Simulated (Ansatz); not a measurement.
**C₈H₁₄FHfNO: small, medium and large basis sets**

An exercise on one series of results from a longer session: the logs are not shown, and one member is left open.

The runs use Ansatz 0.2.0, Gaussian basis; one geometry, several basis sets.

Plan: PBE0-D4/def2-SVP; ωB97M-V/def2-SVP; PBE0-D4/def2-QZVPP; ωB97M-V/def2-QZVPP; the functionals' def2-TZVPP values are taken from earlier runs.

## The geometry

All runs share one geometry, relaxed beforehand with PBE0-D4 in a triple-zeta def2 set. Hf takes the def2 core potential; no spin-orbit term is included.

SMILES `C[O][Hf]1234([F])([N](C)C)[C@H]5[C@@H]1[C@@H]2[C@@H]3[C@H]54`, 26 atoms, charge 0, spin multiplicity 1.

Atoms are counted from 1 here; the program's logs count them from 0.

Bond lengths: C1–O2 1.383 Å, C1–H13 1.097 Å, C1–H14 1.096 Å, C1–H15 1.098 Å, O2–Hf3 1.929 Å, Hf3–F4 1.941 Å, Hf3–N5 2.041 Å, Hf3–C8 2.523 Å, Hf3–C9 2.538 Å, Hf3–C10 2.539 Å, Hf3–C11 2.523 Å, Hf3–C12 2.501 Å, N5–C6 1.449 Å, N5–C7 1.434 Å, C6–H16 1.099 Å, C6–H17 1.098 Å, C6–H18 1.100 Å, C7–H19 1.101 Å and more. Angles: O2–C1–H13 110.9°, O2–C1–H14 110.6°, O2–C1–H15 111.3°, H13–C1–H14 108.1°, H13–C1–H15 107.9°, H14–C1–H15 107.9°, C1–O2–Hf3 165.1°, O2–Hf3–F4 103.9°, O2–Hf3–N5 105.2°, O2–Hf3–C8 132.7°, O2–Hf3–C9 141.5°, O2–Hf3–C10 110.6°, O2–Hf3–C11 88.8°, O2–Hf3–C12 100.2°, F4–Hf3–N5 104.6°, F4–Hf3–C8 86.7°, F4–Hf3–C9 107.9°, F4–Hf3–C10 139.1° and more.

The first run:

The input, in.yaml:

```yaml
crystal:
  periodic: [false, false, false]
  atoms:
    - {symbol: C, position_ang: [2.824930, 1.632614, 0.638357]}
    - {symbol: O, position_ang: [1.576091, 1.064302, 0.813552]}
    - {symbol: Hf, position_ang: [0.028279, -0.085376, 0.763365]}
    - {symbol: F, position_ang: [-0.700956, 0.033135, 2.558336]}
    - {symbol: N, position_ang: [-1.325931, 0.892585, -0.408590]}
    - {symbol: C, position_ang: [-1.506688, 2.235915, 0.103588]}
    - {symbol: C, position_ang: [-2.137839, 0.662678, -1.568448]}
    - {symbol: C, position_ang: [-0.254798, -2.584486, 0.968232]}
    - {symbol: C, position_ang: [-0.810127, -2.242056, -0.279837]}
    - {symbol: C, position_ang: [0.236821, -1.781623, -1.113878]}
    - {symbol: C, position_ang: [1.436380, -1.839220, -0.378790]}
    - {symbol: C, position_ang: [1.132678, -2.324730, 0.913948]}
    - {symbol: H, position_ang: [2.789593, 2.429764, -0.113862]}
    - {symbol: H, position_ang: [3.185891, 2.067445, 1.577437]}
    - {symbol: H, position_ang: [3.559621, 0.886964, 0.306946]}
    - {symbol: H, position_ang: [-2.548938, 2.421344, 0.400544]}
    - {symbol: H, position_ang: [-0.889897, 2.415442, 0.994159]}
    - {symbol: H, position_ang: [-1.223885, 2.998592, -0.637121]}
    - {symbol: H, position_ang: [-3.208086, 0.794710, -1.347125]}
    - {symbol: H, position_ang: [-1.892381, 1.363019, -2.382069]}
    - {symbol: H, position_ang: [-2.002510, -0.349211, -1.951275]}
    - {symbol: H, position_ang: [-0.798629, -2.939407, 1.831135]}
    - {symbol: H, position_ang: [-1.854204, -2.310004, -0.547649]}
    - {symbol: H, position_ang: [0.134478, -1.435681, -2.131833]}
    - {symbol: H, position_ang: [2.412949, -1.540126, -0.730490]}
    - {symbol: H, position_ang: [1.837118, -2.466561, 1.721380]}
basis:
  gaussian: {orbitals: def2-SVP}
hamiltonian: {xc: pbe0, dispersion: d4}
output: {orbitals: {seedname: orbitals}}
```

Started as:

```console
$ ansatz run in.yaml --threads 11 --pin off --events-out ev --progress --plain --max-ram 174080MiB --backend cpu
```

Steps of the session up to this table: PBE0-D4 in def2-SVP; ωB97M-V in def2-SVP; PBE0-D4 in def2-QZVPP; ωB97M-V in def2-QZVPP.

One of the session's tables, all rows but one given; the rest of the session is left out.

It belongs to the step «Functionals by basis». 

| functional | basis | HOMO (eV) | LUMO (eV) |
| --- | --- | --- | --- |
| PBE0-D4 | def2-SVP | -6.07 | 0.11 |
| PBE0-D4 | def2-TZVPP | -6.11 | 0.07 |
| PBE0-D4 | def2-QZVPP | -6.13 | 0.01 |
| ωB97M-V | def2-SVP | -8.33 | 1.99 |
| ωB97M-V | def2-TZVPP | -8.37 | 1.40 |
| ωB97M-V | def2-QZVPP | ? | ? |

**Question.** Estimate the row for ωB97M-V, def2-QZVPP.

The run gave: HOMO (eV): -8.39; LUMO (eV): 1.00. In the column «HOMO (eV)» it is the lowest.
